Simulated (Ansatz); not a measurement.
# GaCl2(SiH3) (Cl₂GaH₃Si): geometry, orbitals and charge

Aim: characterise GaCl2(SiH3) (Cl₂GaH₃Si) as a singlet: its structure, frontier levels and distribution of charge.

Method: RKS PBE0-D4/def2-TZVP; program: Ansatz 0.2.0, Gaussian basis.

Plan: relaxation at PBE-D4/def2-SVP; a search for the lowest solution at PBE0-D4/def2-SVP; a single point at PBE0-D4/def2-TZVP.

## 1. The system as given

7 atoms, charge 0, spin multiplicity 1.

Atoms are counted from 1 here; the program's logs count them from 0.

Bond lengths: Ga1–Cl2 2.119 Å, Ga1–Cl3 2.119 Å, Ga1–Si4 2.414 Å, Si4–H5 1.471 Å, Si4–H6 1.471 Å, Si4–H7 1.473 Å. Angles: Cl2–Ga1–Cl3 110.8°, Cl2–Ga1–Si4 124.5°, Cl3–Ga1–Si4 124.7°, Ga1–Si4–H5 109.2°, Ga1–Si4–H6 109.2°, Ga1–Si4–H7 110.1°, H5–Si4–H6 109.7°, H5–Si4–H7 109.3°, H6–Si4–H7 109.3°.

Geometry (Å):

| atom | x (Å) | y (Å) | z (Å) |
| --- | --- | --- | --- |
| Ga1 | 0.61999 | 1.08110 | 0.00745 |
| Cl2 | 2.73156 | 1.25284 | 0.05002 |
| Cl3 | -0.29126 | 2.99433 | -0.02040 |
| Si4 | -0.58149 | -1.01259 | -0.00838 |
| H5 | -1.88590 | -0.82688 | 0.64574 |
| H6 | 0.19913 | -2.02407 | 0.72029 |
| H7 | -0.79203 | -1.46474 | -1.39470 |

The start is a GFN2-xTB geometry.

## 2. Optimising with PBE-D4/def2-SVP

in.yaml reads:

```yaml
crystal:
  periodic: [false, false, false]
  atoms:
    - {symbol: Ga, position_ang: [0.619990, 1.081100, 0.007450]}
    - {symbol: Cl, position_ang: [2.731560, 1.252840, 0.050020]}
    - {symbol: Cl, position_ang: [-0.291260, 2.994330, -0.020400]}
    - {symbol: Si, position_ang: [-0.581490, -1.012590, -0.008380]}
    - {symbol: H, position_ang: [-1.885900, -0.826880, 0.645740]}
    - {symbol: H, position_ang: [0.199130, -2.024070, 0.720290]}
    - {symbol: H, position_ang: [-0.792030, -1.464740, -1.394700]}
basis:
  gaussian: {orbitals: def2-SVP}
hamiltonian: {xc: pbe, dispersion: d4}
scf: {omitted_lower_state_checks: [starts]}
output: {orbitals: {seedname: orbitals}}
relax: {f_tol: 0.02, max_steps: 100}
```

On the command line:

```bash
> ansatz run in.yaml --threads 4 --pin off --events-out ev --progress --plain --max-ram 3916MiB
```

After this run come: Searching for the lowest solution, PBE0-D4/def2-SVP; Single point, PBE0-D4/def2-TZVP.

**Question.** What will the summary of the whole plan be? Wanted: point group; commonest bond, hydrogen aside; HOMO, LUMO at PBE0-D4/def2-TZVP; dipole at PBE-D4/def2-SVP.

**Answer**, as computed:

```
                       quantity                            value
                    point group                               Cs
 commonest bond, hydrogen aside  Cl–Ga, 2 of mean length 2.167 Å
HOMO, LUMO at PBE0-D4/def2-TZVP                  -8.46, -2.11 eV
      dipole at PBE-D4/def2-SVP                           2.49 D
```

In words: The molecule keeps its bonding pattern by the stored test; the atoms moved 0.04 Å (rms). No usable vibrations, so a minimum isn't proven. The HOMO lies nearest to Cl2, Cl3 about 25 % each; Si4 20 % and the LUMO to Ga1 60 %; H7 9 %. The point group is read from a loosely relaxed geometry; soft torsions can leave it below the true symmetry.
